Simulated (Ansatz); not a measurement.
# AsBH4O (SMILES BO[AsH2]): single points off equilibrium

An exercise on one series of results from a longer session: the logs are not shown, and one member is left open.

The runs use Ansatz 0.2.0, Gaussian basis; single points in def2-TZVPP.

Correlated methods freeze the cores. Filled d shells of the heavier atoms are correlated.

### The system as given

SMILES `BO[AsH2]`, 7 atoms, charge 0, spin multiplicity 1.

Atoms are counted from 1 here; the program's logs count them from 0.

Bond lengths: B1–O2 1.339 Å, B1–H4 1.270 Å, B1–H5 1.123 Å, O2–As3 1.795 Å, As3–H6 1.480 Å, As3–H7 1.573 Å. Angles: O2–B1–H4 103.6°, O2–B1–H5 127.2°, H4–B1–H5 128.4°, B1–O2–As3 125.1°, O2–As3–H6 99.9°, O2–As3–H7 95.0°, H6–As3–H7 90.1°.

Geometry (Å):

```
atom     x (Å)     y (Å)     z (Å)
  B1  -1.24440   0.11530  -0.44380
  O2  -0.14830  -0.62940  -0.25320
 As3   1.04260  -0.39210   1.06930
  H4  -1.88610  -0.52160  -1.33510
  H5  -1.44400   1.14550  -0.04350
  H6   1.50700   0.97670   0.75230
  H7   2.25620  -0.99140   0.26870
```

The first run:

The input, run/in.yaml:

```yaml
crystal:
  periodic: [false, false, false]
  atoms:
    - {symbol: B, position_ang: [-1.244400, 0.115300, -0.443800]}
    - {symbol: O, position_ang: [-0.148300, -0.629400, -0.253200]}
    - {symbol: As, position_ang: [1.042600, -0.392100, 1.069300]}
    - {symbol: H, position_ang: [-1.886100, -0.521600, -1.335100]}
    - {symbol: H, position_ang: [-1.444000, 1.145500, -0.043500]}
    - {symbol: H, position_ang: [1.507000, 0.976700, 0.752300]}
    - {symbol: H, position_ang: [2.256200, -0.991400, 0.268700]}
basis:
  gaussian: {orbitals: def2-TZVPP}
correlation: {method: ccsd_t}
output: {forces: true}
```

The command line of these runs was not kept.

Steps of the session up to this table: CCSD(T)/def2-TZVPP; PBE0-D4/def2-TZVPP; wB97M-V/def2-TZVPP; r2SCAN-D4/def2-TZVPP; PBE-D4/def2-TZVPP; r2SCAN0-D4/def2-TZVPP; CAM-B3LYP-D4/def2-TZVPP.

One table of the session follows, with a row left open; its other results are not shown here.

```
      method  RMS force component (eV/Å)  angle to CCSD(T) forces (°)  dipole (D)
     CCSD(T)                       1.185                    reference        1.80
     PBE0-D4                       1.190                          7.8        1.75
     wB97M-V                       1.178                          4.8        1.88
   r2SCAN-D4                       1.166                          6.5        1.69
      PBE-D4                       1.171                         13.5        1.71
  r2SCAN0-D4                       1.203                          9.0        1.75
CAM-B3LYP-D4                           ?                            ?           ?
```

Q: Estimate the row for CAM-B3LYP-D4 from the others.

**Answer.** RMS force component (eV/Å): 1.207; angle to CCSD(T) forces (°): 8.2; dipole (D): 1.86. In the column «RMS force component (eV/Å)» it is the highest.
